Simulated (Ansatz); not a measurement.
# Ta12Mo3W5: the cost of one run

All numbers below are computed with Ansatz 0.2.0 (DFT PBE, scalar-relativistic, plane waves, PAW).

## 1. The structure to begin with

The cell holds 20 atoms (Mo3Ta12W5): a = 7.692 Å, b = 7.692 Å, c = 7.692 Å, α = 106.60°, β = 106.60°, γ = 115.38°.

The sites of an ideal fcc lattice, at a guessed lattice constant, take 5 W, 3 Mo, 12 Ta (sublattices apart by semicolons), with a shake of 0.02 Å. Warren-Cowley parameters of the first shell (negative: unlike neighbours preferred): Mo-Ta -0.02, Mo-W +0.11, Ta-W +0.00. In a cell this small the draw can fall short of the order aimed at.

Coordinates:

```xyz
20
Lattice="-6.1672 4.1114 2.0557 6.1672 4.1114 -2.0557 -2.0557 -4.1114 -6.1672" Properties=species:S:1:pos:R:3 pbc="T T T"
Mo    2.0602    2.0320   -4.1062
Mo   -2.0634    4.0955   -2.0422
Mo   -4.1136    4.1352   -0.0337
Ta    2.0429    0.0326   -6.1349
Ta   -0.0127    2.0745   -6.1328
Ta   -2.0597   -2.0670   -4.0981
Ta    0.0248    0.0033   -4.1141
Ta   -2.0502    2.0803   -4.1005
Ta    0.0124    4.1155   -4.0795
Ta    0.0093    2.0865   -2.0577
Ta   -6.1462    4.1048    2.0390
Ta   -4.0907    2.0710   -2.0276
Ta   -0.0225    6.1647   -2.0440
Ta   -2.0607    2.0593    0.0169
Ta   -2.0236    0.0024   -6.1338
W     0.0064   -2.0452   -6.1788
W    -4.0968    0.0071   -4.0985
W    -2.0960   -0.0122   -2.0572
W     2.0802    4.1205   -2.0436
W    -2.1195    6.1850    0.0100
```

## 2. Relaxation without symmetry, coarse mesh

A cheap relaxation: coarse mesh, no symmetry, loose thresholds.

Input file input.yaml:

```yaml
crystal:
  lattice:
    - [-6.16717389, 4.11144926, 2.05572463]
    - [6.16717389, 4.11144926, -2.05572463]
    - [-2.05572463, -4.11144926, -6.16717389]
  atoms:
    - { symbol: Mo, position: [0.2464253461, 0.7468207769, 0.4990151014] }
    - { symbol: Mo, position: [0.7981501065, 0.5963649975, 0.3984004523] }
    - { symbol: Mo, position: [0.9047347164, 0.3060577259, 0.2050189621] }
    - { symbol: Ta, position: [0.1036448636, 0.7002025995, 0.7959165141] }
    - { symbol: Ta, position: [0.551841488, 0.8483141966, 0.8955956808] }
    - { symbol: Ta, position: [0.1483723937, 0.0471424532, 0.6982497154] }
    - { symbol: Ta, position: [0.1981146416, 0.4018600617, 0.5991824696] }
    - { symbol: Ta, position: [0.6519165623, 0.5521888563, 0.698140006] }
    - { symbol: Ta, position: [0.6977361986, 0.8979955331, 0.5947405595] }
    - { symbol: Ta, position: [0.3529360793, 0.4543890684, 0.2998387645] }
    - { symbol: Ta, position: [0.9979660644, 0.0018422197, 0.0014254729] }
    - { symbol: Ta, position: [0.7484668605, 0.2501218886, 0.4948835451] }
    - { symbol: Ta, position: [0.8513200067, 0.9474625908, 0.2993812612] }
    - { symbol: Ta, position: [0.4501053974, 0.1485520139, 0.0977757626] }
    - { symbol: Ta, position: [0.495545532, 0.4986100658, 0.993567234] }
    - { symbol: W, position: [0.051223891, 0.3527302318, 0.9013825693] }
    - { symbol: W, position: [0.5988073418, 0.2003087579, 0.7974013344] }
    - { symbol: W, position: [0.3025033179, 0.0966969155, 0.402175802] }
    - { symbol: W, position: [0.398120981, 0.8011054699, 0.1970364915] }
    - { symbol: W, position: [0.9578905262, 0.6480914626, 0.101638419] }
  symmetry: { detect: false }
basis:
  ecutwfc: 420
kpoints:
  mp_grid: { grid: [2, 2, 2], shift: [0.5, 0.5, 0.5] }
hamiltonian:
  xc: pbe
scf:
  occupations: { method: gaussian, width: 0.1 }
  lower_state_search: "off"
output:
  forces: true
  stress: true
  eigenvalues: true
relax:
  adjacent_minimum: "off"
  f_tol: 0.04
  max_steps: 50
  cell: { stress_tol: 0.3 }
```

Started as:

```console
> ansatz run input.yaml --threads 4 --pin off --max-ram 9216MiB --backend cpu --events-out ev --progress --plain --runs-dir out
```

Q: Estimate wall time and peak memory on 4 threads of Arm Neoverse V1, shared host.

About 2.5 min, with a peak of 1.3 GiB.
